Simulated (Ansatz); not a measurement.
Run this with Ansatz 0.2.0 through its Python package and show what comes out.

The script, `run_deck.py`:
```python
"""Single point of NaSrTiBiO6 through the engine session."""

import json

import ansatz as az
import numpy as np


def main() -> None:
    config = {
        "crystal": {
            "lattice": [
                [0.0, 4.062709, 4.062709],
                [4.062709, 0.0, 4.062709],
                [4.062709, 4.062709, 0.0],
            ],
            "atoms": [
                {"symbol": "Na", "position": [0.25, 0.25, 0.25]},
                {"symbol": "Sr", "position": [0.75, 0.75, 0.75]},
                {"symbol": "Ti", "position": [0.5, 0.5, 0.5]},
                {"symbol": "Bi", "position": [0.0, 0.0, 0.0]},
                {"symbol": "O", "position": [0.741339, 0.258661, 0.258661]},
                {"symbol": "O", "position": [0.258661, 0.741339, 0.741339]},
                {"symbol": "O", "position": [0.741339, 0.741339, 0.258661]},
                {"symbol": "O", "position": [0.258661, 0.258661, 0.741339]},
                {"symbol": "O", "position": [0.258661, 0.741339, 0.258661]},
                {"symbol": "O", "position": [0.741339, 0.258661, 0.741339]},
            ],
        },
        "kpoints": {"mp_grid": {"grid": [4, 4, 4]}},
        "hamiltonian": {"xc": "lda"},
        "scf": {"occupations": {"method": "fixed"}},
        "output": {"stress": True, "eigenvalues": True},
    }

    out = az.Session.from_dict(config).plan().execute()
    data = out.report

    print(f"free energy      {data['free_energy_ev']:.5f} eV")
    print(f"per atom         {data['free_energy_ev'] / len(out.lattice.sites):.5f} eV")
    print(f"SCF iterations   {data['n_iterations']}  (converged: {data['converged']})")

    # the stress is positive in compression
    stress = np.array(data["stress_gpa"])
    print(f"pressure {np.trace(stress) / 3:.3f} GPa")
    print("stress tensor, GPa, positive in compression")
    print(np.round(stress, 3) + 0.0)

    used = data["setup"]
    print("cutoffs (eV):", used["ecut_ev"], used["ecutrho_ev"], " FFT grid:", used["fft_dense"])
    print("cell volume {:.3f} A^3, {} symmetry operations".format(used["cell_volume_ang3"], used["n_sym_ops"]))

    keep = ["free_energy_ev", "energy_sigma0_ev", "fermi_energy_ev", "n_iterations", "converged", "magnetization_mub", "n_kpoints"]
    with open("nasrtibio6.json", "w") as handle:
        json.dump({key: data[key] for key in keep}, handle, indent=1)


if __name__ == "__main__":
    main()
```

```console
$ python run_deck.py
DeckWarning: basis.ecutwfc = 420 eV, auto-derived from the records' recommended cutoffs: set by Na (normal level)
free energy      -22784.64524 eV
per atom         -2278.46452 eV
SCF iterations   8  (converged: True)
pressure -10.309 GPa
stress tensor, GPa, positive in compression
[[-10.309   0.      0.   ]
 [  0.    -10.309   0.   ]
 [  0.      0.    -10.309]]
cutoffs (eV): 420.0 1680.0  FFT grid: [40, 40, 40]
cell volume 134.115 A^3, 24 symmetry operations
```
(Warnings from the package without file and line, repeats left out.)

`nasrtibio6.json`, as written:
```json
{
 "free_energy_ev": -22784.645241231454,
 "energy_sigma0_ev": -22784.645241231454,
 "fermi_energy_ev": 7.474487878757214,
 "n_iterations": 8,
 "converged": true,
 "magnetization_mub": 0.0,
 "n_kpoints": 8
}
```

Notes:
- Total energies depend on the potentials; only differences at equal settings carry meaning.
- The run is spin-unpolarised.
- Spin-orbit coupling, which matters for elements this heavy, is left out.
- At these settings the cell as given stands under about -10 GPa, so it isn't at this functional's equilibrium volume.
- This cell is a computed structure, which may not be the phase found in nature.
- Hardware and time: 4.7 s on 1 thread of Arm Neoverse V2, on a shared host, peak memory 0.45 GiB.

(Lines on the test bed's own set-up are left out of the output.)
